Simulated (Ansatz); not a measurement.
Geometry optimisation, DFT PBE, scalar-relativistic, plane waves, PAW (Ansatz 0.2.0).

Input file:

```yaml
crystal:
  lattice:
    - [5.968599, 0.0, 0.0]
    - [-0.849187, 5.907881, 0.0]
    - [0.0, 0.0, 15.855031]
  atoms:
    - { symbol: Ta, position: [0.0, 0.0, 0.0630715] }
    - { symbol: Ta, position: [0.1943127, 0.527646, 0.1243142] }
    - { symbol: Ta, position: [0.527646, 0.1943127, 0.1243142] }
    - { symbol: "N", position: [0.2832909, 0.8908987, 0.1111338] }
    - { symbol: "N", position: [0.547769, 0.547769, 0.0894323] }
    - { symbol: "N", position: [0.8908987, 0.2832909, 0.1111338] }
    - { symbol: Ta, position: [0.7219586, 0.7219586, 0.185557] }
    - { symbol: Ta, position: [0.9162713, 0.2496046, 0.2467998] }
    - { symbol: Ta, position: [0.2496046, 0.9162713, 0.2467998] }
    - { symbol: "N", position: [0.0052496, 0.6128574, 0.2336194] }
    - { symbol: "N", position: [0.2697276, 0.2697276, 0.2119178] }
    - { symbol: "N", position: [0.6128574, 0.0052496, 0.2336194] }
    - { symbol: Ta, position: [0.4439173, 0.4439173, 0.3080426] }
    - { symbol: Ta, position: [0.6382299, 0.9715633, 0.3692854] }
    - { symbol: Ta, position: [0.9715633, 0.6382299, 0.3692854] }
    - { symbol: "N", position: [0.7272082, 0.334816, 0.356105] }
    - { symbol: "N", position: [0.9916863, 0.9916863, 0.3344034] }
    - { symbol: "N", position: [0.334816, 0.7272082, 0.356105] }
    - { symbol: Si, position: [0.6101751, 0.2511818, 0.5162419], spin: 1.0 }
magnetization:
  spin_polarized: true
basis:
  ecutwfc: 420.0
kpoints:
  mp_grid: { grid: [2, 2, 1] }
hamiltonian:
  xc: pbe
  pseudopotentials: { kind: paw, azcp: { folder: soft_1 } }
scf:
  occupations: { method: gaussian, width: 0.02 }
  lower_state_search: "off"
relax:
  f_tol: 0.03
  max_steps: 60
  adjacent_minimum: "off"
  constraints: [{ sites: [0, 4] }]
```

Run as:

```bash
$ ansatz run input.yaml --threads 4 --pin off --max-ram 10240MiB --backend cpu --events-out ev --progress --plain --runs-dir out
```

Question: Where does it end, and by what steps?

Answer: It converged. Limits of this set-up: coarse k mesh, thin slab, slab without dipole correction, a typed lattice constant that wasn't relaxed here. After 12 steps the energy has fallen by 2.795 eV; Si19 moved furthest, 1.16 Å. Joined: Ta13–Si19 (3.68 → 2.84 Å), Ta15–Si19 (3.74 → 2.78 Å), N16–Si19 (2.66 → 1.84 Å).

| step | energy less start (eV) | largest force component (eV/Å) | accepted |
| --- | --- | --- | --- |
| 0 | 0.0000 | 2.453 | yes |
| 1 | -1.1856 | 2.302 | yes |
| 2 | -1.7866 | 1.830 | yes |
| 3 | -2.2000 | 1.226 | yes |
| 4 | -2.4704 | 0.717 | yes |
| 5 | -2.6648 | 0.405 | yes |
| 6 | -2.7549 | 0.249 | yes |
| 7 | -2.7687 | 0.444 | yes |
| 8 | -2.7843 | 0.105 | yes |
| 9 | -2.7898 | 0.105 | yes |
| 10 | -2.7934 | 0.060 | yes |
| 11 | -2.7945 | 0.033 | yes |
| 12 | -2.7946 | 0.025 | yes |

```xyz
19
Lattice="5.9686 0.0000 0.0000 -0.8492 5.9079 0.0000 0.0000 0.0000 15.8550" Properties=species:S:1:pos:R:3
Ta 0.000 0.000 1.000
Ta 0.862 3.282 1.982
Ta 3.111 1.307 1.993
N 0.930 5.437 1.695
N 2.804 3.236 1.418
N 5.261 1.684 1.675
Ta 3.753 4.324 2.810
Ta 5.357 1.502 3.818
Ta 0.764 5.495 3.857
N -0.433 3.690 3.635
N 1.506 1.721 3.400
N 3.726 0.087 3.635
Ta 2.416 2.784 4.902
Ta 3.048 5.756 5.729
Ta 5.279 3.883 5.717
N 4.245 2.045 5.486
N 5.093 5.882 5.232
N 1.393 4.409 5.649
Si 3.819 2.097 7.276
```

Whether the end is a true minimum wasn't checked by a vibrational analysis.

The run took 4.9 min on 4 threads of Arm Neoverse V2 (shared host), peak memory 1.9 GiB.
